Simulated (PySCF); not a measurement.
**CH7FO2Si2: geometry, spin-spin couplings**

Wanted: the spin-spin couplings of CH7FO2Si2 (`C[Si@@H](O)O[SiH2]F`), by calculation.

The runs use PySCF 2.14.0, with density-fitted response routines of our own; the level of theory stands in each step. All values are computed, except where a source is named. Atoms are numbered from 0 throughout.

## Step 1: Starting geometry

13 atoms, charge 0, multiplicity 1; geometry from: GFN2-xTB. The atoms were then displaced at random by about 0.01 Å, so the start is not that level's minimum.

Bonds of the start (Å): C0–Si1 1.89, Si1–O2 1.61, Si1–O3 1.67, O3–Si4 1.57, Si4–F5 1.62, C0–H6 1.10, C0–H7 1.09, C0–H8 1.06, Si1–H9 1.45, O2–H10 0.97, Si4–H11 1.43, Si4–H12 1.44.

## Step 2: Optimising the geometry at PBE0-D3(BJ)/def2-SVP

What the job is given:

```
{"job": {"xc": "PBE0", "basis": "def2-SVP", "d3": "d3bj", "grid": 1, "shake": 0.01, "kind": "geom"}, "charge": 0, "multiplicity": 1}
C     -2.036650    -0.460660     0.045930
Si    -0.641160     0.806680     0.156060
O     -0.190120     1.076160     1.680500
O      0.648820     0.201080    -0.714290
Si     2.086870    -0.419130    -0.825270
F      2.531140    -0.828220     0.676830
H     -2.898730    -0.100430     0.625570
H     -2.376240    -0.558020    -0.987810
H     -1.768720    -1.408740     0.435450
H     -0.897520     2.120620    -0.403670
H      0.527770     0.568500     2.091490
H      2.023100    -1.644080    -1.566270
H      2.997270     0.629350    -1.224850
```

The run is started by

```bash
$ OMP_NUM_THREADS=1 python probes_run.py task.json out
```

The driver reads the jobs from task.json and runs them one after another.

Standard output:

```text
step   0  E = -870.83536914  max force = 0.047272
step   1  E = -870.84574308  max force = 0.007935
step   2  E = -870.84635141  max force = 0.004123
step   3  E = -870.84670858  max force = 0.004563
step   4  E = -870.84701312  max force = 0.005379
step   5  E = -870.84723850  max force = 0.003795
step   6  E = -870.84746137  max force = 0.000982
step   7  E = -870.84749768  max force = 0.001311
step   8  E = -870.84753965  max force = 0.000600
step   9  E = -870.84759938  max force = 0.000575
step  10  E = -870.84763188  max force = 0.000726
step  11  E = -870.84768281  max force = 0.000762
step  12  E = -870.84771995  max force = 0.000413
step  13  E = -870.84774834  max force = 0.001157
step  14  E = -870.84776829  max force = 0.000975
step  15  E = -870.84758021  max force = 0.001228
step  16  E = -870.84776909  max force = 0.000668
step  17  E = -870.84779752  max force = 0.000208
step  18  E = -870.84779611  max force = 0.000260
optimisation converged
```

Wall time 2.1 min (1 thread of Arm Neoverse V2, shared host); peak memory 0.53 GiB.

Relaxation path: (the energy doesn't fall at every step)

```csv
step,energy from step 0 (eV),largest force component (eV/Å)
0,0.0000,2.4308
1,-0.2823,0.4080
2,-0.2988,0.2120
3,-0.3086,0.2346
4,-0.3168,0.2766
5,-0.3230,0.1951
6,-0.3290,0.0505
7,-0.3300,0.0674
8,-0.3312,0.0309
9,-0.3328,0.0296
10,-0.3337,0.0373
11,-0.3351,0.0392
12,-0.3361,0.0212
13,-0.3369,0.0595
14,-0.3374,0.0501
15,-0.3323,0.0631
16,-0.3374,0.0343
17,-0.3382,0.0107
18,-0.3382,0.0134
```

Close pairs (by a distance rule), those that changed most:

| bond | before (Å) | after (Å) | change (Å) |
| --- | --- | --- | --- |
| O3–Si4 | 1.570 | 1.640 | +0.070 |
| Si4–H11 | 1.433 | 1.482 | +0.049 |
| Si1–O2 | 1.612 | 1.661 | +0.048 |
| C0–H8 | 1.059 | 1.101 | +0.042 |
| Si4–H12 | 1.445 | 1.484 | +0.039 |
| Si1–H9 | 1.451 | 1.483 | +0.032 |
| C0–Si1 | 1.888 | 1.858 | -0.030 |
| Si4–F5 | 1.619 | 1.636 | +0.017 |

The end geometry stands in the next job.

| at the end point | value |
| --- | --- |
| point group (found at 0.08 Å tolerance) | C1 |
| rotational constants (GHz, main isotopes) | 3.722, 1.481, 1.361 |
| dipole moment (D) | 1.18 |

## Step 3: Spin-spin couplings: B3LYP/cc-pVTZ

What the job is given:

```
{"job": {"kind": "j", "xc": "B3LYP", "basis": "cc-pVTZ"}, "charge": 0, "multiplicity": 1}
C     -2.018926    -0.398496     0.152110
Si    -0.623658     0.823956     0.044989
O      0.134654     1.090251     1.498033
O      0.507694     0.197834    -1.028513
Si     2.018517    -0.390687    -0.783576
F      2.015801    -1.101495     0.690202
H     -2.816922    -0.033232     0.816633
H     -2.452378    -0.574647    -0.844787
H     -1.660663    -1.364754     0.540674
H     -1.055743     2.155670    -0.443699
H      0.593837     0.333240     1.879987
H      2.322113    -1.433533    -1.791992
H      3.040824     0.684119    -0.739585
```

With the program's defaults for keys left out, this is: B3LYP/cc-pVTZ indirect spin-spin coupling, non-relativistic, gas phase.

Standard output:

```text
coarse grid: 11936 points
cycle   1  E = -871.7387092545  dE =  5.142e-01  |g| = 1.267e+00  |ddm| = 6.803e+00
cycle   2  E = -871.2473558889  dE =  4.914e-01  |g| = 2.085e+00  |ddm| = 3.589e+00
cycle   3  E = -872.0021008209  dE = -7.547e-01  |g| = 1.563e-01  |ddm| = 2.288e+00
cycle   4  E = -872.0058344178  dE = -3.734e-03  |g| = 8.873e-02  |ddm| = 3.096e-01
cycle   5  E = -872.0072588454  dE = -1.424e-03  |g| = 2.294e-02  |ddm| = 1.187e-01
cycle   6  E = -872.0073393150  dE = -8.047e-05  |g| = 5.981e-03  |ddm| = 3.113e-02
cycle   7  E = -872.0073464338  dE = -7.119e-06  |g| = 1.229e-03  |ddm| = 9.432e-03
final grid: 106688 points
cycle   8  E = -872.0015882834  dE = -4.817e-05  |g| = 4.840e-03  |ddm| = 6.727e-02
cycle   9  E = -872.0015843919  dE =  3.891e-06  |g| = 6.325e-03  |ddm| = 1.823e-02
cycle  10  E = -872.0015936944  dE = -9.303e-06  |g| = 6.142e-04  |ddm| = 1.009e-02
cycle  11  E = -872.0015937428  dE = -4.833e-08  |g| = 2.976e-04  |ddm| = 1.056e-03
cycle  12  E = -872.0015937580  dE = -1.520e-08  |g| = 5.273e-05  |ddm| = 3.921e-04
cycle  13  E = -872.0015937585  dE = -4.961e-10  |g| = 1.677e-05  |ddm| = 8.394e-05
converged SCF energy = -872.0015937585

Indirect spin-spin couplings (Hz)
  i      j    bonds     total        FC       PSO       DSO        SD
  0 C    1 Si   1    -55.837   -57.321     2.628    -0.110    -1.034
  0 C    2 O    2      0.648     0.229     0.395     0.024         -
  0 C    3 O    2     -3.927    -4.227     0.304    -0.004         -
  0 C    4 Si   3      0.157     0.143    -0.039     0.036     0.017
  0 C    5 F    4     -0.789    -0.676    -0.075    -0.020    -0.018
  0 C    6 H    1    115.236   112.664     1.914     0.658         -
  0 C    7 H    1    114.653   112.063     1.919     0.672         -
  0 C    8 H    1    114.214   111.609     1.902     0.703         -
  0 C    9 H    2     19.259    19.590    -0.081    -0.250         -
  0 C   10 H    3     -0.505    -0.428     0.030    -0.108         -
  0 C   11 H    4     -0.187    -0.122     0.081    -0.146         -
  0 C   12 H    4      0.477     0.631     0.162    -0.316         -
  1 Si   2 O    1    -26.524   -20.008    -7.095     0.059     0.520
  1 Si   3 O    1    -19.645   -14.719    -5.474     0.085     0.464
  1 Si   4 Si   2     -3.195    -3.342     0.308    -0.022    -0.138
  1 Si   5 F    3     -1.282    -1.538     0.243    -0.008     0.020
  1 Si   6 H    2      3.307     3.160     0.287     0.033    -0.174
  1 Si   7 H    2      4.799     4.706     0.250     0.023    -0.181
  1 Si   8 H    2      9.287     9.145     0.252     0.015    -0.125
  1 Si   9 H    1   -206.024  -206.761     1.274    -0.464    -0.074
  1 Si  10 H    2      3.631     2.520     0.775     0.343    -0.007
  1 Si  11 H    3     -3.584    -3.631    -0.205     0.290    -0.038
  1 Si  12 H    3      0.521     0.455    -0.076     0.138     0.004
  2 O    4 Si   3      0.449     0.513    -0.056     0.000    -0.008
  2 O    5 F    4      5.061     4.040     1.739    -0.101    -0.617
  2 O    6 H    3      0.073     0.011     0.018     0.045         -
  2 O    7 H    3     -2.011    -2.256    -0.022     0.267         -
  2 O    8 H    3      0.195     0.086     0.072     0.037         -
  2 O    9 H    2    -18.890   -19.103     0.106     0.107         -
  2 O   10 H    1    -66.642   -53.379   -12.745    -0.517         -
  3 O    4 Si   1    -19.198   -11.870    -7.703     0.077     0.298
  3 O    5 F    2      8.424     8.187     3.417     0.062    -3.242
  3 O    6 H    3     -5.115    -5.275    -0.052     0.212         -
  3 O    7 H    3      0.028     0.081     0.012    -0.065         -
  3 O    8 H    3      0.380     0.362     0.063    -0.045         -
  3 O    9 H    2    -11.713   -11.899     0.120     0.065         -
  3 O   10 H    3      0.065     0.014     0.044     0.007         -
  3 O   11 H    2    -14.017   -14.268     0.150     0.100         -
  3 O   12 H    2     -6.587    -6.891     0.176     0.128         -
  4 Si   5 F    1    338.268   279.303    66.959    -0.320    -7.673
  4 Si   6 H    4     -0.310    -0.369    -0.179     0.239    -0.002
  4 Si   9 H    3     -2.438    -2.484    -0.180     0.249    -0.023
  4 Si  11 H    1   -218.439  -219.137     1.238    -0.402    -0.137
  4 Si  12 H    1   -213.968  -214.685     1.269    -0.415    -0.138
  5 F    6 H    5     -0.336    -0.139     0.439    -0.618    -0.018
  5 F    7 H    5     -0.243     0.032     0.339    -0.593    -0.021
  5 F    8 H    5      0.367     0.208    -0.553     0.737    -0.024
  5 F    9 H    4      1.442     2.304     0.545    -1.383    -0.024
  5 F   10 H    5     -2.245    -2.855    -2.486     3.096     0.000
  5 F   11 H    2     43.123    46.576    -1.347    -1.246    -0.860
  5 F   12 H    2     49.116    52.727    -1.639    -1.137    -0.836
  6 H    7 H    2    -12.264   -12.624     2.729    -2.369         -
  6 H    8 H    2    -12.239   -12.618     2.660    -2.281         -
  6 H    9 H    3     -1.060    -0.861     0.218    -0.417         -
  6 H   11 H    5     -0.308     0.018     0.701    -1.027         -
  6 H   12 H    5     -0.173     0.269     0.738    -1.179         -
  7 H    8 H    2    -12.689   -13.096     2.610    -2.203         -
  7 H    9 H    3     -1.120    -0.899     0.241    -0.463         -
  7 H   10 H    4     -0.760    -0.301     1.138    -1.597         -
  7 H   12 H    5     -0.467    -0.001     0.661    -1.127         -
  8 H    9 H    3      5.826     6.892     1.289    -2.356         -
  8 H   10 H    4      0.151    -0.045    -0.681     0.877         -
  8 H   12 H    5     -0.537    -0.022     0.603    -1.118         -
  9 H   10 H    3      7.756     8.927     2.320    -3.491         -
  9 H   11 H    4      0.288     0.914     0.737    -1.363         -
  9 H   12 H    4     -0.412    -0.201     0.266    -0.478         -
 10 H   11 H    5     -0.717    -0.027     0.560    -1.250         -
 11 H   12 H    2     34.479    35.829     0.663    -2.013         -
```

Wall time 76 s (1 thread of Arm Neoverse V2, shared host); peak memory 1.1 GiB.

The basis is not made for couplings: without tight functions at the nuclei these values are rough.

Beyond four bonds or across contacts, the largest of 1 Hz or more: F5–H10 -2.2 Hz.

A choice of the couplings up to four bonds, sorted by the number of bonds, with means over like pairs; isotopes 13C, 19F, 1H, 17O, 29Si:

```
   pair  bonds  J (Hz)  Fermi contact (Hz)  dihedral (°)
 Si4–F5      1   338.3               279.3             –
Si4–H11      1  -218.4              -219.1             –
Si4–H12      1  -214.0              -214.7             –
 Si1–H9      1  -206.0              -206.8             –
  C0–H6      1   114.7               112.1             –
 O2–H10      1   -66.6               -53.4             –
 C0–Si1      1   -55.8               -57.3             –
 Si1–O2      1   -26.5               -20.0             –
 Si1–O3      1   -19.6               -14.7             –
 F5–H12      2    49.1                52.7             –
 F5–H11      2    43.1                46.6             –
H11–H12      2    34.5                35.8             –
  C0–H9      2    19.3                19.6             –
  O2–H9      2   -18.9               -19.1             –
 O3–H11      2   -14.0               -14.3             –
  H6–H7      2   -12.4               -12.8             –
  O3–H9      2   -11.7               -11.9             –
  O3–F5      2     8.4                 8.2             –
 H9–H10      3     7.8                 8.9          -171
Si1–H11      3    -3.6                -3.6           150
 Si4–H9      3    -2.4                -2.5           127
  O3–H6      3    -1.6                -1.6             –
 Si1–F5      3    -1.3                -1.5            33
  H6–H9      3     1.2                 1.7             –
  O2–F5      4     5.1                 4.0             –
  F5–H9      4     1.4                 2.3             –
```

Means hide unlike values in this fixed geometry: O3–H6 from -5.1 to 0.4 Hz; H6–H9 from -1.1 to 5.8 Hz. They hold only if the pairs exchange fast.

The spin-dipole term was solved for some atoms only; pairs without it lack that part.

The response was solved for the nuclei of C, F, H, Si alone, so couplings that need other nuclei can be missing.

Quadrupole couplings from the field gradients of the same density:

```csv
atom,isotope,eQq/h (MHz),η
O2,17O,-8.309,0.52
O3,17O,-5.356,0.40
```

## Step 4: Indirect couplings: B3LYP/6-31G*

Same as in step 3 but for these lines:

```diff
@@ -1,2 +1,2 @@
-{"job": {"kind": "j", "xc": "B3LYP", "basis": "cc-pVTZ"}, "charge": 0, "multiplicity": 1}
+{"job": {"kind": "j", "xc": "B3LYP", "basis": "6-31G*"}, "charge": 0, "multiplicity": 1}
 C     -2.018926    -0.398496     0.152110
```

With the program's defaults for keys left out, this is: B3LYP/6-31G* indirect spin-spin coupling, non-relativistic, gas phase.

Standard output:

```text
coarse grid: 11936 points
cycle   1  E = -871.5924175031  dE =  5.409e-01  |g| = 1.182e+00  |ddm| = 3.178e+00
cycle   2  E = -871.1906759236  dE =  4.017e-01  |g| = 1.873e+00  |ddm| = 2.202e+00
cycle   3  E = -871.8471224928  dE = -6.564e-01  |g| = 1.360e-01  |ddm| = 1.479e+00
cycle   4  E = -871.8503734537  dE = -3.251e-03  |g| = 6.960e-02  |ddm| = 1.555e-01
cycle   5  E = -871.8513237849  dE = -9.503e-04  |g| = 1.845e-02  |ddm| = 5.585e-02
cycle   6  E = -871.8513859499  dE = -6.217e-05  |g| = 4.331e-03  |ddm| = 1.533e-02
cycle   7  E = -871.8513902491  dE = -4.299e-06  |g| = 8.168e-04  |ddm| = 4.210e-03
final grid: 106688 points
cycle   8  E = -871.7886020829  dE = -1.072e-05  |g| = 4.049e-03  |ddm| = 1.145e-02
cycle   9  E = -871.7885994927  dE =  2.590e-06  |g| = 5.224e-03  |ddm| = 7.940e-03
cycle  10  E = -871.7886063925  dE = -6.900e-06  |g| = 4.764e-04  |ddm| = 4.395e-03
cycle  11  E = -871.7886064349  dE = -4.237e-08  |g| = 1.213e-04  |ddm| = 4.493e-04
cycle  12  E = -871.7886064376  dE = -2.682e-09  |g| = 3.416e-05  |ddm| = 1.159e-04
cycle  13  E = -871.7886064378  dE = -2.356e-10  |g| = 1.139e-05  |ddm| = 3.316e-05
converged SCF energy = -871.7886064378

Indirect spin-spin couplings (Hz)
  i      j    bonds     total        FC       PSO       DSO        SD
  0 C    1 Si   1    -72.066   -72.944     1.912    -0.110    -0.924
  0 C    2 O    2     -0.364    -0.713     0.325     0.024         -
  0 C    3 O    2     -4.112    -4.363     0.256    -0.004         -
  0 C    4 Si   3      0.060     0.025    -0.016     0.036     0.015
  0 C    5 F    4     -0.619    -0.489    -0.090    -0.019    -0.020
  0 C    6 H    1    136.633   134.494     1.416     0.723         -
  0 C    7 H    1    136.250   134.093     1.421     0.736         -
  0 C    8 H    1    137.065   134.879     1.420     0.767         -
  0 C    9 H    2     19.221    19.538    -0.073    -0.244         -
  0 C   10 H    3     -0.620    -0.529     0.012    -0.103         -
  0 C   11 H    4     -0.220    -0.131     0.056    -0.144         -
  0 C   12 H    4      0.500     0.702     0.113    -0.314         -
  1 Si   2 O    1    -16.828   -11.336    -5.949     0.061     0.397
  1 Si   3 O    1    -14.863   -10.782    -4.508     0.087     0.340
  1 Si   4 Si   2     -2.501    -2.555     0.169    -0.022    -0.093
  1 Si   5 F    3     -0.747    -1.157     0.392    -0.010     0.029
  1 Si   6 H    2      3.229     3.208     0.142     0.027    -0.148
  1 Si   7 H    2      4.775     4.780     0.132     0.017    -0.154
  1 Si   8 H    2      8.692     8.461     0.332     0.010    -0.110
  1 Si   9 H    1   -226.624  -226.769     1.138    -0.494    -0.500
  1 Si  10 H    2      2.587     1.323     0.978     0.330    -0.044
  1 Si  11 H    3     -3.070    -3.251    -0.065     0.287    -0.041
  1 Si  12 H    3      0.599     0.416     0.043     0.136     0.005
  2 O    4 Si   3      0.270     0.343    -0.064     0.001    -0.009
  2 O    5 F    4      2.444     1.781     1.343    -0.106    -0.573
  2 O    6 H    3      0.048    -0.000     0.006     0.042         -
  2 O    7 H    3     -1.953    -2.217     0.001     0.263         -
  2 O    8 H    3      0.201     0.122     0.048     0.031         -
  2 O    9 H    2    -17.013   -17.237     0.120     0.103         -
  2 O   10 H    1    -81.145   -69.438   -11.069    -0.638         -
  2 O   11 H    4      0.150    -0.003    -0.054     0.208         -
  3 O    4 Si   1    -12.289    -6.140    -6.421     0.080     0.192
  3 O    5 F    2      0.389    -1.076     4.103     0.051    -2.690
  3 O    6 H    3     -4.666    -4.852    -0.024     0.210         -
  3 O    7 H    3      0.047     0.097     0.016    -0.066         -
  3 O    8 H    3      0.361     0.350     0.057    -0.047         -
  3 O    9 H    2    -10.817   -10.995     0.118     0.060         -
  3 O   10 H    3      0.131     0.076     0.055     0.001         -
  3 O   11 H    2    -13.053   -13.293     0.145     0.094         -
  3 O   12 H    2     -6.834    -7.130     0.176     0.120         -
  4 Si   5 F    1    265.484   212.974    58.296    -0.355    -5.431
  4 Si   6 H    4     -0.174    -0.339    -0.071     0.238    -0.002
  4 Si   8 H    4      0.151     0.031     0.089     0.028     0.002
  4 Si   9 H    3     -2.058    -2.224    -0.057     0.247    -0.023
  4 Si  10 H    4      0.159    -0.001     0.251    -0.116     0.025
  4 Si  11 H    1   -236.411  -236.501     1.065    -0.433    -0.543
  4 Si  12 H    1   -234.240  -234.290     1.043    -0.445    -0.547
  5 F    6 H    5     -0.544    -0.090     0.176    -0.610    -0.021
  5 F    7 H    5     -0.466     0.015     0.123    -0.581    -0.022
  5 F    8 H    5      0.207     0.079    -0.571     0.733    -0.034
  5 F    9 H    4      1.261     2.440     0.213    -1.363    -0.029
  5 F   10 H    5     -3.064    -4.226    -1.846     3.039    -0.032
  5 F   11 H    2     45.290    48.216    -1.297    -1.161    -0.468
  5 F   12 H    2     49.638    52.786    -1.686    -1.052    -0.410
  6 H    7 H    2    -16.305   -15.599     1.543    -2.249         -
  6 H    8 H    2    -16.181   -15.489     1.471    -2.162         -
  6 H    9 H    3     -1.213    -0.846     0.021    -0.388         -
  6 H   10 H    4     -0.341     0.053     0.346    -0.741         -
  6 H   11 H    5     -0.558     0.000     0.458    -1.016         -
  6 H   12 H    5     -0.397     0.292     0.480    -1.169         -
  7 H    8 H    2    -16.646   -15.996     1.435    -2.086         -
  7 H    9 H    3     -1.271    -0.875     0.037    -0.433         -
  7 H   10 H    4     -1.175    -0.326     0.723    -1.572         -
  7 H   11 H    5     -0.202    -0.012     0.103    -0.293         -
  7 H   12 H    5     -0.696    -0.001     0.422    -1.117         -
  8 H    9 H    3      5.616     7.152     0.786    -2.322         -
  8 H   10 H    4      0.270    -0.027    -0.592     0.889         -
  8 H   12 H    5     -0.758    -0.027     0.376    -1.108         -
  9 H   10 H    3      7.822     9.749     1.510    -3.437         -
  9 H   12 H    4     -0.581    -0.232     0.118    -0.466         -
 10 H   11 H    5     -0.952    -0.029     0.317    -1.240         -
 11 H   12 H    2     36.317    38.143     0.110    -1.936         -
```

Wall time 17 s (1 thread of Arm Neoverse V2, shared host); peak memory 0.65 GiB.

This basis has no tight s functions, so the Fermi-contact terms are rough.

Key values: J(Si4,F5) 265.5 Hz, J(Si4,H11) -236.4 Hz, J(Si4,H12) -234.2 Hz (means over like pairs).

## Step 5: Side by side: spin-spin couplings

Couplings (Hz), each a mean over the pairs like the one named, with basis size and wall time:

```csv
run,Si4–F5,Si4–H11,Si4–H12,Si1–H9,C0–H6,O2–H10,C0–Si1,functions,time
B3LYP/cc-pVTZ,338.3,-218.4,-214.0,-206.0,114.7,-66.6,-55.8,286,76 s
B3LYP/6-31G*,265.5,-236.4,-234.2,-226.6,136.6,-81.1,-72.1,106,17 s
```

## Step 6: What came out

| quantity | value |
| --- | --- |
| point group | C1 |
| rotational constants (main isotopes) | 3.72, 1.48, 1.36 GHz |
| largest coupling of the table (B3LYP/cc-pVTZ) | ¹J(Si,F) Si4–F5, 338.3 Hz |
| range of J(Si4,F5), mean over like pairs | 265.5 to 338.3 Hz |

**Reading.** The start of the PBE0/def2-SVP relaxation was shaken at random by about 0.01 Å, so part of the energy gained, and of the first lengths quoted, undoes that. The optimisation took 18 steps and gained 0.338 eV; among the close pairs (by a distance rule), O3–Si4 changed most, from 1.570 to 1.640 Å. Of the pairs tabulated at B3LYP/cc-pVTZ, Si4–F5 couples most strongly (338.3 Hz; Fermi contact 279.3 Hz). Couplings across rotatable bonds belong to this one conformer; where others are populated, the observed values are averages. The coupling Si4–F5, as a mean over pairs of its kind, runs from 265.5 Hz (B3LYP/6-31G*) to 338.3 Hz (B3LYP/cc-pVTZ). Couplings from bases without tight functions are rough.
